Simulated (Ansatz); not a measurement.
Geometry optimisation, DFT PBE, scalar-relativistic, plane waves, PAW in Ansatz 0.2.0.

The input (input.yaml):

```yaml
crystal:
  lattice:
    - [6.6, 0.0, 0.0]
    - [0.0, 6.6, 0.0]
    - [0.0, 0.0, 6.6]
  atoms:
    - { symbol: Nb, position: [0.0, 0.0, 0.0] }
    - { symbol: Nb, position: [0.5, 0.0, 0.0] }
    - { symbol: Nb, position: [0.0, 0.5, 0.0] }
    - { symbol: Nb, position: [0.0, 0.0, 0.5] }
    - { symbol: Nb, position: [0.25, 0.25, 0.25] }
    - { symbol: Nb, position: [0.5, 0.5, 0.0] }
    - { symbol: Nb, position: [0.5, 0.0, 0.5] }
    - { symbol: Nb, position: [0.75, 0.25, 0.25] }
    - { symbol: Nb, position: [0.0, 0.5, 0.5] }
    - { symbol: Nb, position: [0.25, 0.75, 0.25] }
    - { symbol: Nb, position: [0.25, 0.25, 0.75] }
    - { symbol: Nb, position: [0.5, 0.5, 0.5] }
    - { symbol: Nb, position: [0.75, 0.75, 0.25] }
    - { symbol: Nb, position: [0.75, 0.25, 0.75] }
    - { symbol: Nb, position: [0.25, 0.75, 0.75] }
    - { symbol: Nb, position: [0.75, 0.75, 0.75] }
    - { symbol: "N", position: [-0.0070858, 0.6242401, 0.7614992] }
basis:
  ecutwfc: 420.0
kpoints:
  mp_grid: { grid: [2, 2, 2] }
hamiltonian:
  xc: pbe
scf:
  occupations: { method: fermi_dirac, width: 0.1 }
  lower_state_search: "off"
relax:
  f_tol: 0.08
  max_steps: 25
  adjacent_minimum: "off"
```

Launched with:

```bash
$ ansatz run input.yaml --threads 2 --pin off --max-ram 5120MiB --backend cpu --events-out ev --progress --plain --runs-dir out
```

Where does it end, and by what steps?

The forces met the threshold. Limits of this set-up: coarse k mesh, odd electron count without spin, a small cell, in which the defect meets its images, a typed lattice constant that wasn't relaxed here. After 8 steps the energy has fallen by 2.722 eV; N17 moved furthest, 0.78 Å.

| step | energy less start (eV) | largest force component (eV/Å) | accepted |
| --- | --- | --- | --- |
| 0 | 0.0000 | 6.735 | yes |
| 1 | -0.9033 | 1.857 | yes |
| 2 | -1.7828 | 0.767 | yes |
| 3 | -1.8670 | 0.752 | yes |
| 4 | -2.1265 | 1.400 | yes |
| 5 | -2.4523 | 1.243 | yes |
| 6 | -2.7037 | 0.407 | yes |
| 7 | -2.7212 | 0.099 | yes |
| 8 | -2.7218 | 0.007 | yes |

```xyz
17
Lattice="6.6000 0.0000 0.0000 0.0000 6.6000 0.0000 0.0000 0.0000 6.6000" Properties=species:S:1:pos:R:3
Nb -0.003 0.048 0.019
Nb 3.297 0.048 -0.036
Nb -0.003 3.348 0.301
Nb -0.003 0.048 3.290
Nb 1.715 1.631 1.654
Nb 3.297 3.348 0.018
Nb 3.297 0.048 3.345
Nb 4.880 1.631 1.654
Nb -0.003 3.348 3.008
Nb 1.714 5.065 1.654
Nb 1.603 1.742 4.954
Nb 3.297 3.348 3.290
Nb 4.880 5.065 1.654
Nb 4.991 1.742 4.954
Nb 1.603 4.954 4.955
Nb 4.991 4.954 4.955
N -0.003 3.349 4.955
```

Whether the end is a true minimum wasn't checked by a vibrational analysis.

Run time: 65 s on 2 threads of Arm Neoverse V1 (shared host), peak memory 0.78 GiB.
